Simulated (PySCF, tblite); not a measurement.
# C₄H₇FO₂: geometry, infrared bands and NMR shifts

Aim: predict the infrared bands and NMR shifts of C₄H₇FO₂ (`C[C@@H]1OC[C@@H](F)O1`).

Programs: tblite 0.8.0 and PySCF 2.14.0, with density-fitted response routines of our own. Each step states its level of theory. These are calculated values for one molecule in the gas phase, unless marked as measured. Atoms are numbered from 0 throughout.

### 1 Starting geometry

14 atoms, charge 0, multiplicity 1; geometry from: force field or distance geometry start.

Bonds of the start (Å): C0–C1 1.50, C1–O2 1.37, O2–C3 1.40, C3–C4 1.53, C4–F5 1.38, C4–O6 1.41, O6–C1 1.40, C0–H7 1.10, C0–H8 1.10, C0–H9 1.11, C1–H10 1.13, C3–H11 1.10, C3–H12 1.10, C4–H13 1.09.

### 2 Relaxing the molecule with GFN2-xTB

What the job is given:

```
{"job": {"kind": "relax", "xc": "GFN2-xTB", "basis": "xTB"}, "charge": 0, "multiplicity": 1}
C      1.650300     1.159400    -0.406600
C      0.626200     0.145300     0.015000
O     -0.003600    -0.501000    -1.016000
C     -1.302700    -0.817800    -0.595300
C     -1.209300    -0.474000     0.895600
F     -0.480900    -1.449200     1.536400
O     -0.415500     0.687000     0.784200
H      1.958800     1.064400    -1.460300
H      1.300500     2.177000    -0.157500
H      2.560700     0.970600     0.201500
H      1.062300    -0.664500     0.669600
H     -1.998800    -0.129100    -1.098700
H     -1.564600    -1.879900    -0.731700
H     -2.184200    -0.288400     1.341500
```

Started as:

```sh
OMP_NUM_THREADS=1 python probes_run.py task.json out
```

The driver reads the jobs from task.json and runs them one after another.

**Question.** This job is followed by: GFN2-xTB harmonic vibrations, gas phase; GIAO PBE0/pcSseg-1 NMR shielding, non-relativistic, gas phase. What will the session give for the following? strongest single infrared mode (GFN2-xTB); zero-point energy (GFN2-xTB); 13C shifts against TMS (PBE0/pcSseg-1); 1H shifts against TMS (PBE0/pcSseg-1, means over atoms taken as alike); 17O shifts against H2O (PBE0/pcSseg-1); 19F shifts against CFCl3 (PBE0/pcSseg-1).

The runs gave:

| quantity | value |
| --- | --- |
| strongest single infrared mode (GFN2-xTB) | 984 cm⁻¹, 120 km/mol |
| zero-point energy (GFN2-xTB) | 68.4 kcal/mol |
| 13C shifts against TMS (PBE0/pcSseg-1) | 114.2, 108.3, 77.8, 22.1 ppm |
| 1H shifts against TMS (PBE0/pcSseg-1, means over atoms taken as alike) | 6.11, 5.58, 4.42, 4.18, 1.51 ppm |
| 17O shifts against H2O (PBE0/pcSseg-1) | 160.9, 93.8 ppm |
| 19F shifts against CFCl3 (PBE0/pcSseg-1) | -136.9 ppm |

In words: The optimisation took 71 steps and gained 0.742 eV; among the close pairs (by a distance rule), C4–O6 changed most, from 1.411 to 1.367 Å. All 36 modes are real, so the xTB geometry is a minimum. The strongest single mode, at 984 cm⁻¹, moves mainly C4. Unscaled tight-binding wavenumbers are off by several per cent, some by more. Its intensities can rank the bands wrongly. The most deshielded hydrogen is H13 (hydrogen on an sp3 CH bonded to F and O), at 6.11 ppm: its carbon carries F and O, an electronegative neighbour. At PBE0/pcSseg-1: The widest tensor belongs to O2: span 185 ppm, with a paramagnetic part of -157 ppm.
